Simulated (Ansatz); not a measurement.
# CH₈AlNSSi: a ladder of functionals and wavefunction methods

The task here is to estimate one member of a computed series from the others.

Computed with Ansatz 0.2.0, Gaussian basis. Level: functionals in def2-TZVPP, the program's frozen cores in correlated methods.

Plan: PBE-D4, r2SCAN-D4, PBE0-D4, B3LYP-D4, ωB97X-V, ωB97M-V, B2PLYP; CCSD(T)/def2-TZVPP; MP2/def2-QZVPP; extrapolation to the limit.

## The relaxed structure

All runs share one geometry, relaxed beforehand with PBE0-D4 in a triple-zeta def2 set.

SMILES `[SiH3]C[NH][AlH][SH]`, 13 atoms, charge 0, spin multiplicity 1.

Atoms are counted from 1 here; the program's logs count them from 0.

Bond lengths: Si1–C2 1.889 Å, Si1–H6 1.490 Å, Si1–H7 1.487 Å, Si1–H8 1.489 Å, C2–N3 1.454 Å, C2–H9 1.095 Å, C2–H10 1.098 Å, N3–Al4 1.769 Å, N3–H11 1.011 Å, Al4–S5 2.187 Å, Al4–H12 1.575 Å, S5–H13 1.344 Å. Angles: C2–Si1–H6 112.0°, C2–Si1–H7 109.3°, C2–Si1–H8 108.8°, H6–Si1–H7 109.3°, H6–Si1–H8 108.8°, H7–Si1–H8 108.6°, Si1–C2–N3 111.1°, Si1–C2–H9 108.4°, Si1–C2–H10 110.5°, N3–C2–H9 109.7°, N3–C2–H10 111.7°, H9–C2–H10 105.2°, C2–N3–Al4 131.1°, C2–N3–H11 111.6°, Al4–N3–H11 117.2°, N3–Al4–S5 120.7°, N3–Al4–H12 119.3°, S5–Al4–H12 119.9° and more.

Set-up of the first run:

Contents of in.yaml:

```yaml
crystal:
  periodic: [false, false, false]
  atoms:
    - {symbol: Si, position_ang: [-1.759969, 0.079698, 1.003761]}
    - {symbol: C, position_ang: [0.128114, 0.077991, 0.935015]}
    - {symbol: N, position_ang: [0.614214, -0.836063, -0.086591]}
    - {symbol: Al, position_ang: [1.419372, -0.531576, -1.632400]}
    - {symbol: S, position_ang: [1.887039, 1.508814, -2.266675]}
    - {symbol: H, position_ang: [-2.276814, 0.938705, 2.106264]}
    - {symbol: H, position_ang: [-2.298072, 0.567582, -0.293938]}
    - {symbol: H, position_ang: [-2.232805, -1.315631, 1.220423]}
    - {symbol: H, position_ang: [0.466678, 1.094972, 0.711438]}
    - {symbol: H, position_ang: [0.547840, -0.155126, 1.922275]}
    - {symbol: H, position_ang: [0.389587, -1.796139, 0.135340]}
    - {symbol: H, position_ang: [1.803146, -1.748523, -2.555694]}
    - {symbol: H, position_ang: [1.332271, 2.080596, -1.184420]}
basis:
  gaussian: {orbitals: def2-TZVPP}
hamiltonian: {xc: pbe, dispersion: d4}
output: {forces: true, orbitals: {seedname: orbitals}}
```

Launch:

```console
$ ansatz run in.yaml --threads 4 --pin off --events-out ev --progress --plain --max-ram 10444MiB
```

Among the steps run: PBE-D4 (GGA); r2SCAN-D4 (meta-GGA); PBE0-D4 (hybrid); B3LYP-D4 (hybrid); ωB97X-V (range-separated); ωB97M-V (range-separated); B2PLYP (double hybrid); CCSD(T) in def2-TZVPP; MP2 in def2-QZVPP.

One of the session's tables, all rows but one given; the rest of the session is left out.

It belongs to the step «Atomisation energies». 

| method | atomisation energy (eV) |
| --- | --- |
| PBE-D4 | 44.025 |
| r2SCAN-D4 | 43.806 |
| PBE0-D4 | 43.549 |
| B3LYP-D4 | 43.822 |
| ωB97X-V | 44.137 |
| ωB97M-V | 44.019 |
| B2PLYP | 43.209 |
| HF/def2-TZVPP | 31.894 |
| MP2/def2-TZVPP | 42.831 |
| CCSD/def2-TZVPP | 42.054 |
| CCSD(T)/def2-TZVPP | ? |
| MP2/CBS | 44.080 |
| CCSD(T)/CBS | 43.873 |

**Question.** Estimate the row for CCSD(T)/def2-TZVPP.

As computed: atomisation energy (eV): 42.624. In the column «atomisation energy (eV)» it lies between CCSD/def2-TZVPP (42.054) and MP2/def2-TZVPP (42.831).
